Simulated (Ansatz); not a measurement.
## BaAu₂, space group P6/mmm: a test of the smearing width, step by step

Program: Ansatz's Python interface.

Run as a notebook:

```python
import warnings

import ansatz as az
```

```python
warnings.simplefilter('ignore', az.DeckWarning)
```

```python
lattice = az.Lattice.of(
    (4.804, 0.0, 0.0),
    (-2.402, 4.160386, 0.0),
    (0.0, 0.0, 4.119),
)
sites = [
    ('Ba', (0.0, 0.0, 0.0)),
    ('Au', (1 / 3, 2 / 3, 0.5)),
    ('Au', (2 / 3, 1 / 3, 0.5)),
]
cell = az.Crystal(lattice=lattice)
for symbol, position in sites:
    cell = cell.atom(symbol, position)
```

```python
job = (
    cell.calculation()
    .kpoints(density=5.1)
    .functional('r2scan')
)
```

```python
rows = []
for value in [0.3, 0.2, 0.1, 0.05]:
    rep = job.occupations('gaussian', width=value).run(threads=1, backend='cpu').report
    rows.append((value, rep['free_energy_ev'] / len(rep['lattice']['sites']), rep['n_iterations'], rep['n_kpoints']))
```

```python
print('  width (eV)   F/atom (eV)    iterations      k-points')
for row in rows:
    print(f'{str(row[0]):>12s}  {row[1]:12.5f}  {row[2]:12d}  {row[3]:12d}')

for row in rows[:-1]:
    shift = 1000 * (row[1] - rows[-1][1])
    print(f'{row[0]}: {shift:+.2f} meV/atom' + ('  (within 5 meV)' if abs(shift) < 5 else ''))
```

      width (eV)   F/atom (eV)    iterations      k-points
             0.3  -10764.64460             8            50
             0.2  -10764.64118             8            50
             0.1  -10764.63920             8            50
            0.05  -10764.63864             8            50
    0.3: -5.95 meV/atom
    0.2: -2.53 meV/atom  (within 5 meV)
    0.1: -0.56 meV/atom  (within 5 meV)

Going from 0.05 to 0.3 eV changes F by -6.0 meV an atom. With this scheme F falls roughly as the square of the width; the report's estimate for zero width (energy_sigma0_ev) moves by only +0.2 meV.

Notes:
- The free energy holds a sizeable smearing term, which stands for no physical temperature.
- The narrowest width needs the finest mesh, so the last row is no converged reference.
- Spin-orbit coupling, which matters for elements this heavy, is left out.
- The starting cell is as deposited in a crystallographic database; the results hold for this polymorph, which needn't be the stable one.
- The whole script took 62 s on 1 thread of Arm Neoverse V1, on a shared host, peak memory 0.59 GiB.
